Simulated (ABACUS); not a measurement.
The system is NaLaMnMoO6.

```
Na La Mn Mo O
1.0
     5.55735    0.00000    0.00053
     0.00000    5.59794    0.00000
    -0.06290    0.00000    8.02462
Na La Mn Mo O
2 2 2 2 12
Direct
  0.75008 0.51572 0.49924
  0.24992 0.01572 0.50076
  0.25715 0.95896 0.99937
  0.74285 0.45896 0.00063
  0.24767 0.48762 0.25607
  0.75233 0.98762 0.74393
  0.75559 0.99666 0.27090
  0.24441 0.49666 0.72910
  0.67335 0.97830 0.49061
  0.03402 0.81017 0.27726
  0.93353 0.28910 0.28026
  0.47817 0.20966 0.19922
  0.54435 0.73563 0.20079
  0.82956 0.01818 0.00392
  0.32665 0.47830 0.50939
  0.96598 0.31017 0.72274
  0.06647 0.78910 0.71974
  0.52183 0.70966 0.80078
  0.45565 0.23563 0.79921
  0.17044 0.51818 0.99608
```

The cell was built by a generator and needn't be a form met in nature.

Base run:

```yaml
Program: ABACUS 3.10.1
Functional: PBE
Potentials_or_basis: PseudoDojo NC SR 0.4.1 PBE standard
Cutoff: 1510 eV
Density_cutoff: 6041 eV
Basis: DZP LCAO (the cutoffs set its grid)
k_mesh: 5 × 5 × 4
Occupations: fermi-dirac, width 0.05 eV
Spin: collinear spin, ferromagnetic start
Starting_moments: "[0.0, 0.0, 0.0, 0.0, 4.0, 4.0, 1.0, 1.0, 0.0, 0.0, 0.0, 0.0, 0.0, 0.0, 0.0, 0.0, 0.0, 0.0, 0.0, 0.0] μB"
```

Its results: band gap on the k mesh 0.16 eV, indirect (least direct gap 0.20 eV); pressure 1.3 GPa; net moment 9.98 μB per cell; site moments Na -0.00; La -0.02; Mn +4.53; Mo +0.40; O -0.01, +0.01, +0.04, -0.00, +0.02, +0.00 μB; largest force 0.300 eV/Å.

**Question.** The run is repeated on the same cell with these changes: potentials or basis from PseudoDojo NC SR 0.4.1 PBE standard to PseudoDojo NC SR 0.5 PBE standard; k mesh from 5 × 5 × 4 to 4 × 4 × 3. What comes out?

**Answer.** Band gap on the k mesh 0.25 eV, indirect (least direct gap 0.29 eV); pressure 1.3 GPa; net moment 9.98 μB per cell; site moments Na -0.00; La -0.02; Mn +4.53; Mo +0.41, +0.40; O -0.01, +0.01, +0.04, -0.00, +0.00 μB; largest force 0.297 eV/Å.

Caveats: the atomic orbitals were generated for these runs and aren't a published set; spin-orbit coupling is left out, which moves the levels of the heavy elements; an odd mesh through Γ misses points on the zone boundary, where band edges often lie; the basis of atomic orbitals isn't converged, which shifts pressures, moduli and gaps; only a ferromagnetic start was run, and an antiferromagnetic order may lie lower in energy.

Not every run made on this cell is shown here.
